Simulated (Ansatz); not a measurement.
# InH3+ (doublet): from Hartree-Fock to the top rungs at scale of all distances = 2.402, def2-SVP

How much of the correlation energy of InH3+ (doublet) does each wave-function method recover here?

The runs use Ansatz 0.2.0, Gaussian basis; def2-SVP, core rule «outside noble gas», up to 9 orbitals frozen.

The runs, in order: UHF; CCSD(T) on natural orbitals of UHF; CCSD(T) on UHF; BCCD(T) on natural orbitals of UHF; CISD; CCSDT(Q) on natural orbitals of UHF; CCSDT(Q) on UHF; CASSCF and MRCISD+Q, 3 electrons in 3 orbitals; CASSCF and NEVPT2, 3 electrons in 3 orbitals; CASSCF and MRCISD+Q, 5 electrons in 7 orbitals; CASSCF and NEVPT4(SD), 5 electrons in 7 orbitals; CASSCF and NEVPT2, 5 electrons in 7 orbitals; Full CI.

27 further runs of the same task are left out: 9 for a known fault of the program, 14 that didn't finish, 4 set aside as unsound or not needed.

### 1 What is computed

The geometry derives from a PBE0/def2-TZVP stationary point (not a proven minimum). All distances are scaled together. No spin-orbit coupling is included. Elements past krypton take def2 core potentials.

4 atoms, charge 1, spin multiplicity 2.

Atoms are counted from 1 here; the program's logs count them from 0.

No contacts short enough for the rule that draws bonds.

### 2 UHF

The input, in.yaml:

```yaml
crystal:
  periodic: [false, false, false]
  atoms:
    - {symbol: In, position_ang: [0.000000, -0.045133, 0.001328]}
    - {symbol: H, position_ang: [0.000000, 5.603984, -0.164381]}
    - {symbol: H, position_ang: [0.000000, -0.346584, -3.995076]}
    - {symbol: H, position_ang: [0.000000, -0.116103, 4.008157]}
basis:
  gaussian: {orbitals: def2-SVP}
total_charge: 1
magnetization: {spin_polarized: true, initial_magnetization: 1}
hamiltonian: {xc: hf}
output: {orbitals: {seedname: orbitals}}
```

Run with:

```bash
$ ansatz run in.yaml --threads 1 --pin off --events-out ev --progress --plain --max-ram 2393MiB
```

The runs that follow: CCSD(T) on natural orbitals of UHF; CCSD(T) on UHF; BCCD(T) on natural orbitals of UHF; CISD; CCSDT(Q) on natural orbitals of UHF; CCSDT(Q) on UHF; CASSCF and MRCISD+Q, 3 electrons in 3 orbitals; CASSCF and NEVPT2, 3 electrons in 3 orbitals; CASSCF and MRCISD+Q, 5 electrons in 7 orbitals; CASSCF and NEVPT4(SD), 5 electrons in 7 orbitals; CASSCF and NEVPT2, 5 electrons in 7 orbitals; Full CI.

Q: Predict the results of all the runs planned. Wanted: FCI below the RHF energy; RMP2 from FCI; UMP2 from FCI; RCCSD from FCI; RCCSD(T) from FCI; UCCSD(T) from FCI; UCCSDT(Q) from FCI; NEVPT2 pair from FCI; MRCISD+Q pair from FCI.

As calculated:

| quantity | value |
| --- | --- |
| FCI below the RHF energy | -7.3872 eV |
| RMP2 from FCI | -9249.9 meV |
| UMP2 from FCI | +285.2 meV |
| RCCSD from FCI | +0.7 meV |
| RCCSD(T) from FCI | -3.8 meV |
| UCCSD(T) from FCI | +0.1 meV |
| UCCSDT(Q) from FCI | 0.0 meV |
| NEVPT2 pair from FCI | +286.2 meV |
| MRCISD+Q pair from FCI | -40.0 meV |
| NEVPT2 valence from FCI | +14.3 meV |
| levels within 1 kcal/mol (43 meV) | RCCSD, UCCSD, RCCSD(T), UCCSD(T), BCCD(T), UCCSDT, UCCSDT(Q), MRCISD pair, MRCISD+Q pair, CASSCF valence, NEVPT2 valence, NEVPT4(SD) valence, MRCISD valence, MRCISD+Q valence |
| T1 diagnostic | 0.437 |
| effectively unpaired electrons | 3.04 |

In words: RCCSD(T) lands -3.8 meV from the yardstick (0.1 % of the correlation energy). RMP2, RCCSD(T), MRCISD+Q pair fall below full CI, which methods that aren't variational can do. With 3.0 effectively unpaired electrons against 1 the state is strongly multireference. Coupled cluster on one determinant still stays close here. Of the multireference levels listed MRCISD+Q valence comes nearest in total energy (+0.6 meV), which doesn't show that its space is the better one. Coupled cluster took another determinant than the lowest Hartree-Fock one. These misses are within one basis, not against nature; the frozen cores of restricted and unrestricted runs differ, which can shift their rows.
